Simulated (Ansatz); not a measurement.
# CH₅BOSi: how energies converge with the basis set

How large a basis does CH₅BOSi need? Two functionals are run in growing sets.

Program: Ansatz 0.2.0, Gaussian basis. Level of theory: one geometry, several basis sets. These are calculated values, not measurements.

The runs, in order: PBE0-D4/def2-SVP; ωB97M-V/def2-SVP; PBE0-D4/def2-QZVPP; ωB97M-V/def2-QZVPP; the functionals' def2-TZVPP values are taken from earlier runs.

## 1. Structure used throughout

All runs share one geometry, relaxed beforehand with PBE0-D4 in a triple-zeta def2 set.

9 atoms, charge 0, spin multiplicity 1.

Atoms are counted from 1 here; the program's logs count them from 0.

Bond lengths: B1–Si2 1.974 Å, B1–H5 1.194 Å, B1–H6 1.195 Å, Si2–C3 1.837 Å, Si2–O4 1.685 Å, Si2–H7 1.482 Å, C3–O4 1.436 Å, C3–H8 1.088 Å, C3–H9 1.089 Å. Angles: Si2–B1–H5 119.5°, Si2–B1–H6 121.5°, H5–B1–H6 118.9°, B1–Si2–C3 116.7°, B1–Si2–O4 118.9°, B1–Si2–H7 121.5°, C3–Si2–O4 47.9°, C3–Si2–H7 117.2°, O4–Si2–H7 113.3°, Si2–C3–O4 60.5°, Si2–C3–H8 122.1°, Si2–C3–H9 119.1°, O4–C3–H8 114.2°, O4–C3–H9 114.3°, H8–C3–H9 114.5°, Si2–O4–C3 71.6°.

## 2. PBE0-D4 in def2-SVP

in.yaml reads:

```yaml
crystal:
  periodic: [false, false, false]
  atoms:
    - {symbol: B, position_ang: [-0.419598, 1.737058, -0.095867]}
    - {symbol: Si, position_ang: [0.509268, 0.093556, 0.482430]}
    - {symbol: C, position_ang: [0.015842, -1.468427, -0.348308]}
    - {symbol: O, position_ang: [-0.407770, -1.220710, 1.001375]}
    - {symbol: H, position_ang: [-1.608076, 1.730878, -0.208576]}
    - {symbol: H, position_ang: [0.185407, 2.716332, -0.416119]}
    - {symbol: H, position_ang: [1.862010, 0.140899, 1.087019]}
    - {symbol: H, position_ang: [-0.796412, -1.506960, -1.071287]}
    - {symbol: H, position_ang: [0.747830, -2.268928, -0.447769]}
basis:
  gaussian: {orbitals: def2-SVP}
hamiltonian: {xc: pbe0, dispersion: d4}
output: {orbitals: {seedname: orbitals}}
```

Started as:

```sh
$ ansatz run in.yaml --threads 2 --pin off --events-out ev --progress --plain --max-ram 4352MiB
```

Further steps of the session: ωB97M-V in def2-SVP; PBE0-D4 in def2-QZVPP; ωB97M-V in def2-QZVPP.

**Question.** What will the summary of the whole plan be? Wanted: PBE0-D4: double and triple zeta above quadruple; ωB97M-V: double and triple zeta above quadruple.

As calculated:

| quantity | value |
| --- | --- |
| PBE0-D4: double and triple zeta above quadruple | 7.90, 0.50 eV |
| ωB97M-V: double and triple zeta above quadruple | 8.08, 0.47 eV |

**Reading.** For PBE0-D4 the step from double to triple zeta gains 7.40 eV and the next only 0.50 eV. Total energies overstate the basis error of differences, where much of it tends to cancel.
